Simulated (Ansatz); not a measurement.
# LaGe12Pt4: the cost of one run

Computed with Ansatz 0.2.0 (DFT PBEsol, scalar-relativistic, plane waves, PAW).

1 further run of the same task is left out (set aside as unsound or not needed).

### 1 The system as given

Symmetry: Im-3, No. 204, cubic system. Conventional cell: a = 8.737 Å, b = 8.737 Å, c = 8.737 Å, α = 90.00°, β = 90.00°, γ = 90.00°. La (site symmetry m-3) has 12 Ge at 3.37 Å and 8 Pt at 3.78 Å as nearest neighbours. Around Ge (site symmetry m) lie 2 Pt at 2.52 Å and 2 Ge at 2.54 to 2.63 Å. Around Pt (site symmetry -3) lie 6 Ge at 2.52 Å.

Coordinates:

```
CELL_PARAMETERS angstrom
-4.36849 4.36849 4.36849
4.36849 -4.36849 4.36849
4.36849 4.36849 -4.36849
ATOMIC_POSITIONS crystal
La 0.00000 0.00000 0.00000
Ge 0.35460 0.20382 0.84922
Ge 0.64540 0.79618 0.15078
Ge 0.64540 0.49463 0.84922
Ge 0.35460 0.50537 0.15078
Ge 0.20382 0.84922 0.35460
Ge 0.79618 0.15078 0.64540
Ge 0.49463 0.84922 0.64540
Ge 0.50537 0.15078 0.35460
Ge 0.84922 0.35460 0.20382
Ge 0.15078 0.64540 0.79618
Ge 0.84922 0.64540 0.49463
Ge 0.15078 0.35460 0.50537
Pt 0.00000 0.00000 0.50000
Pt 0.50000 0.00000 0.00000
Pt 0.00000 0.50000 0.00000
Pt 0.50000 0.50000 0.50000
```

It goes back to an entry of the Materials Project.

This cell was relaxed beforehand with the same method: volume 19.62 Å³/atom, gap on the mesh none (metal).

### 2 Relaxing with PBEsol

Contents of input.yaml:

```yaml
crystal:
  lattice:
    - [-4.368488904, 4.368488904, 4.368488904]
    - [4.368488904, -4.368488904, 4.368488904]
    - [4.368488904, 4.368488904, -4.368488904]
  atoms:
    - { symbol: La, position: [0.0, 0.0, 0.0] }
    - { symbol: Ge, position: [0.3545982415, 0.2038231806, 0.8492249391] }
    - { symbol: Ge, position: [0.6454017585, 0.7961768194, 0.1507750609] }
    - { symbol: Ge, position: [0.6454017585, 0.4946266976, 0.8492249391] }
    - { symbol: Ge, position: [0.3545982415, 0.5053733024, 0.1507750609] }
    - { symbol: Ge, position: [0.2038231806, 0.8492249391, 0.3545982415] }
    - { symbol: Ge, position: [0.7961768194, 0.1507750609, 0.6454017585] }
    - { symbol: Ge, position: [0.4946266976, 0.8492249391, 0.6454017585] }
    - { symbol: Ge, position: [0.5053733024, 0.1507750609, 0.3545982415] }
    - { symbol: Ge, position: [0.8492249391, 0.3545982415, 0.2038231806] }
    - { symbol: Ge, position: [0.1507750609, 0.6454017585, 0.7961768194] }
    - { symbol: Ge, position: [0.8492249391, 0.6454017585, 0.4946266976] }
    - { symbol: Ge, position: [0.1507750609, 0.3545982415, 0.5053733024] }
    - { symbol: Pt, position: [0.0, 0.0, 0.5] }
    - { symbol: Pt, position: [0.5, 0.0, 0.0] }
    - { symbol: Pt, position: [0.0, 0.5, 0.0] }
    - { symbol: Pt, position: [0.5, 0.5, 0.5] }
basis:
  ecutwfc: 420
kpoints:
  mp_grid: { grid: [6, 6, 6] }
hamiltonian:
  xc: pbesol
scf:
  occupations: { method: gaussian, width: 0.1 }
output:
  forces: true
  stress: true
  eigenvalues: true
relax:
  adjacent_minimum: "off"
  f_tol: 0.005
  max_steps: 50
  cell: { stress_tol: 0.05 }
```

The run is started by

```bash
> ansatz run input.yaml --threads 4 --pin off --max-ram 10240MiB --backend cpu --events-out ev --progress --plain --runs-dir out
```

Q: Estimate wall time and peak memory on 4 threads of Intel Xeon Platinum 8488C (Sapphire Rapids), shared host.

About 59 s, with a peak of 1.8 GiB.
